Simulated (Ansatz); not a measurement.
# C4H10BClO2: the cost of one run

Method: DFT PBE+D3(BJ), Gaussian basis def2-SVP, and further levels as typed in the inputs, in Ansatz 0.2.0.

### Step 1. The system as given

Bond lengths (14 of 17 bonds, heavy atoms first): C1–C2 1.521 Å, C2–O3 1.410 Å, O3–B4 1.473 Å, B4–Cl5 1.845 Å, B4–O6 1.473 Å, O6–C7 1.410 Å, C7–C8 1.521 Å, C1–H9 1.111 Å, C1–H10 1.111 Å, C1–H11 1.111 Å, C2–H12 1.116 Å, C2–H13 1.116 Å, C7–H14 1.116 Å, C7–H15 1.116 Å. Angles (14 of 29 angles, heavy atoms first): C1–C2–O3 109.0°, C2–O3–B4 108.8°, O3–B4–Cl5 120.0°, O3–B4–O6 120.0°, Cl5–B4–O6 120.0°, B4–O6–C7 108.8°, O6–C7–C8 109.0°, C1–C2–H12 107.8°, C1–C2–H13 107.8°, O3–C2–H12 111.2°, O3–C2–H13 111.2°, C2–C1–H9 109.8°, C2–C1–H10 110.0°, C2–C1–H11 110.0°.

As a file:

```xyz
18

C    -3.1563   -0.6423   -0.8215
C    -2.1191   -0.1561    0.1796
O    -0.9490   -0.9296    0.0406
B     0.0525   -0.4523    1.0100
Cl    0.1399   -1.2058    2.6923
O     0.9842    0.6262    0.6370
C     2.1311    0.0523    0.0521
C     3.0961    1.1617   -0.3383
H    -4.0847   -0.0409   -0.7233
H    -2.7658   -0.5355   -1.8558
H    -3.3971   -1.7099   -0.6313
H    -2.5543   -0.2627    1.2018
H    -1.9182    0.9211   -0.0326
H     1.8712   -0.5156   -0.8729
H     2.6568   -0.6207    0.7707
H     4.0056    0.7236   -0.8012
H     3.3935    1.7411    0.5615
H     2.6139    1.8454   -1.0690
```

### Step 2. Relaxing the atoms: C4H10BClO2

input.yaml

```yaml
relax:
  f_tol: 0.01
  max_steps: 200
crystal:
  periodic: [false, false, false]
  atoms:
    - { symbol: C, position_ang: [-3.156344, -0.642338, -0.82147] }
    - { symbol: C, position_ang: [-2.119105, -0.156103, 0.179593] }
    - { symbol: O, position_ang: [-0.948954, -0.92964, 0.040623] }
    - { symbol: B, position_ang: [0.052466, -0.452343, 1.010006] }
    - { symbol: Cl, position_ang: [0.139856, -1.205775, 2.692291] }
    - { symbol: O, position_ang: [0.984154, 0.626163, 0.63699] }
    - { symbol: C, position_ang: [2.131144, 0.052314, 0.052149] }
    - { symbol: C, position_ang: [3.096099, 1.161747, -0.338283] }
    - { symbol: H, position_ang: [-4.08474, -0.040865, -0.723274] }
    - { symbol: H, position_ang: [-2.7658, -0.535463, -1.855805] }
    - { symbol: H, position_ang: [-3.397145, -1.709866, -0.631256] }
    - { symbol: H, position_ang: [-2.554328, -0.262684, 1.201777] }
    - { symbol: H, position_ang: [-1.918195, 0.92113, -0.03258] }
    - { symbol: H, position_ang: [1.871159, -0.515607, -0.872884] }
    - { symbol: H, position_ang: [2.656793, -0.620724, 0.770723] }
    - { symbol: H, position_ang: [4.005551, 0.723602, -0.801161] }
    - { symbol: H, position_ang: [3.393523, 1.741089, 0.561542] }
    - { symbol: H, position_ang: [2.613868, 1.845362, -1.068981] }
basis:
  gaussian: { orbitals: def2-SVP }
hamiltonian:
  xc: pbe
  dispersion: d3bj
```

Launch:

```sh
> ansatz run input.yaml --threads 2 --pin off --max-ram 6144MiB --backend cpu --events-out ev --progress --plain --runs-dir out
```

**Question.** How long does this run take on 2 threads of Arm Neoverse V1, shared host, and how much memory does it need?

About 3.2 min, with a peak of 0.23 GiB.
